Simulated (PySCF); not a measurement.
**HgCl⁻: changing the method**

Starting from one script, swap the method and compare what comes out for HgCl⁻.

Method: method and basis as typed in the scripts; program: PySCF 2.14.0.

7 further runs of the same task are left out: 1 for a known fault of the program, 6 that didn't finish.

### 1 The starting structure

HgCl⁻: 2 atoms, charge -1, spin multiplicity 1.

Bond lengths: Hg1–Cl2 2.388 Å.

### 2 The base run

input.py reads:

```python
from pyscf import gto, scf

mol = gto.M(
    atom='Hg 0 0 0; Cl 0 0 2.388',
    basis='lanl2dz',
    ecp={'Hg': 'lanl2dz', 'Cl': 'lanl2dz'},
    charge=-1,
    spin=0,
    symmetry=True,
    verbose=4,
)
mf = scf.RHF(mol)
mf.kernel()
mf.dip_moment()
print('orbital energies (hartree):', mf.mo_energy[..., max(0, mol.nelec[1]-3):mol.nelec[0]+3].round(4))
```

The run is started by

```
$ OMP_NUM_THREADS=1 python input.py
```

### 3 MP2

Edit 1 changes step after the SCF: none → mp2.

input.py, as its differences from that of step 2:

```diff
@@ -1,2 +1,2 @@
-from pyscf import gto, scf
+from pyscf import gto, scf, mp
 
@@ -13,2 +13,3 @@
 mf.kernel()
+mp.MP2(mf).kernel()
 mf.dip_moment()
```

### 4 Hf,lyp (RKS)

Edit 2 changes functional: none (Hartree–Fock) → hf,lyp; SCF type: RHF → RKS; step after the SCF: none → analyze.

input.py, as its differences from that of step 2:

```diff
@@ -1,2 +1,2 @@
-from pyscf import gto, scf
+from pyscf import gto, dft
 
@@ -11,4 +11,5 @@
 )
-mf = scf.RHF(mol)
+mf = dft.RKS(mol, xc='hf,lyp')
 mf.kernel()
+mf.mulliken_pop()
 mf.dip_moment()
```

### 5 Olyp (RKS)

Edit 3 changes functional: none (Hartree–Fock) → olyp; SCF type: RHF → RKS; step after the SCF: none → analyze.

input.py, as its differences from that of step 2:

```diff
@@ -1,2 +1,2 @@
-from pyscf import gto, scf
+from pyscf import gto, dft
 
@@ -11,4 +11,5 @@
 )
-mf = scf.RHF(mol)
+mf = dft.RKS(mol, xc='olyp')
 mf.kernel()
+mf.mulliken_pop()
 mf.dip_moment()
```

### 6 TDHF

Edit 4 changes step after the SCF: none → tddft; number of roots: none → 6.

input.py, as its differences from that of step 2:

```diff
@@ -1,2 +1,2 @@
-from pyscf import gto, scf
+from pyscf import gto, scf, tdscf
 
@@ -13,2 +13,6 @@
 mf.kernel()
+td = tdscf.TDHF(mf)
+td.nstates = 6
+td.kernel()
+td.analyze(verbose=3)
 mf.dip_moment()
```

Before running it: what results should come out? Wanted: for each run, E(SCF); from base; gap; after the SCF.

**Answer**, as computed:

```csv
run,E(SCF) (hartree),from base (eV),cycles,gap (eV),after the SCF
base,-56.156934,0,9,7.68,n/a
MP2,-56.156934,0.0000,9,7.68,MP2 correlation -3.219 eV
"hf,lyp (RKS)",-56.752906,not comparable,9,7.98,n/a
olyp (RKS),-58.009698,not comparable,9,2.49,n/a
TDHF,-56.156934,0.0000,9,7.68,lowest root found 3.19 eV
```

In words: A lower total energy from another functional means nothing by itself.
